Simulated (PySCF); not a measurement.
# C8H10O2 (4-ethoxyphenol): the cost of one run

Programs: PySCF 2.14.0, with routines of our own; each step states its level. All values are computed. Atoms count from 0.

### 1 The system as given

20 atoms, charge 0, multiplicity 1; geometry from: GFN2-xTB.

### 2 Optimising the geometry at PBE0-D3(BJ)/def2-SVP

What the job is given:

```
{"job": {"xc": "PBE0", "basis": "def2-SVP", "d3": "d3bj", "grid": 2, "kind": "geom"}, "charge": 0, "multiplicity": 1}
C      2.849912     0.591377     0.670421
C      2.393076    -0.725412     0.047817
O      1.160913    -1.178575     0.566939
C     -0.002908    -0.588657     0.164072
C     -1.155673    -1.042617     0.803945
C     -2.395292    -0.539916     0.468068
C     -2.512063     0.434141    -0.517015
O     -3.716736     0.962939    -0.880950
C     -1.367633     0.888768    -1.156571
C     -0.124110     0.384434    -0.821879
H      2.911985     0.483550     1.750483
H      3.829871     0.859204     0.284132
H      2.149966     1.392441     0.445211
H      3.100808    -1.518934     0.304807
H      2.348454    -0.645907    -1.045723
H     -1.055075    -1.799754     1.565132
H     -3.279637    -0.906350     0.972957
H     -4.416521     0.555738    -0.357173
H     -1.463323     1.644504    -1.919658
H      0.738838     0.759703    -1.348052
```

On the command line:

```
$ OMP_NUM_THREADS=1 python excited_run.py task.json out
```

The driver reads the jobs from task.json and runs them one after another.

Q: Estimate the wall time and peak memory of this first job on 1 thread of Arm Neoverse V2, shared host.

About 77 s, with a peak of 0.87 GiB.
